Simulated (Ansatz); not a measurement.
# C2H5ClO2Si: the cost of one run

All numbers below are computed with Ansatz 0.2.0 (RKS B3LYP-D4/def2-SVP).

## Step 1: The structure to begin with

Bond lengths: O1–Si2 1.680 Å, Si2–C3 1.895 Å, C3–O4 1.338 Å, C3–C5 1.316 Å, C5–Cl6 1.730 Å, O1–H7 0.933 Å, Si2–H8 1.465 Å, Si2–H9 1.507 Å, O4–H10 0.927 Å, C5–H11 1.097 Å. Angles: O1–Si2–C3 108.9°, O1–Si2–H8 105.8°, O1–Si2–H9 108.6°, C3–Si2–H8 113.5°, C3–Si2–H9 111.6°, H8–Si2–H9 108.3°, Si2–O1–H7 116.9°, Si2–C3–O4 114.0°, Si2–C3–C5 124.2°, O4–C3–C5 121.7°, C3–O4–H10 113.0°, C3–C5–Cl6 128.9°, C3–C5–H11 122.6°, Cl6–C5–H11 108.5°.

As a file:

```xyz
11

O     1.2629   -1.0125   -1.5459
Si    0.9667   -0.4170   -0.0029
C    -0.7780    0.3217    0.0461
O    -1.4129    0.2960   -1.1310
C    -1.3220    0.8658    1.1143
Cl   -0.6490    1.0613    2.6961
H     2.1096   -1.3718   -1.7048
H     1.1440   -1.5543    0.9033
H     2.0155    0.6155    0.3223
H    -0.9338   -0.1430   -1.7915
H    -2.3378    1.2813    1.1146
```

## Step 2: End point A

The input, input.yaml:

```yaml
crystal:
  periodic: [false, false, false]
  atoms:
    - { symbol: O, position_ang: [1.2629, -1.0125, -1.5459] }
    - { symbol: Si, position_ang: [0.9667, -0.417, -0.0029] }
    - { symbol: C, position_ang: [-0.778, 0.3217, 0.0461] }
    - { symbol: O, position_ang: [-1.4129, 0.296, -1.131] }
    - { symbol: C, position_ang: [-1.322, 0.8658, 1.1143] }
    - { symbol: Cl, position_ang: [-0.649, 1.0613, 2.6961] }
    - { symbol: H, position_ang: [2.1096, -1.3718, -1.7048] }
    - { symbol: H, position_ang: [1.144, -1.5543, 0.9033] }
    - { symbol: H, position_ang: [2.0155, 0.6155, 0.3223] }
    - { symbol: H, position_ang: [-0.9338, -0.143, -1.7915] }
    - { symbol: H, position_ang: [-2.3378, 1.2813, 1.1146] }
basis:
  gaussian: { orbitals: def2-SVP }
hamiltonian:
  xc: b3lyp
  dispersion: d4
relax:
  f_tol: 0.015
  max_steps: 40
```

Run with:

```
$ ansatz run input.yaml --threads 2 --pin off --max-ram 3072MiB --backend cpu --events-out ev --progress --plain --runs-dir out
```

Q: Estimate wall time and peak memory on 2 threads of Intel Xeon Platinum 8488C (Sapphire Rapids), shared host.

About 25 s, with a peak of 0.3 GiB.
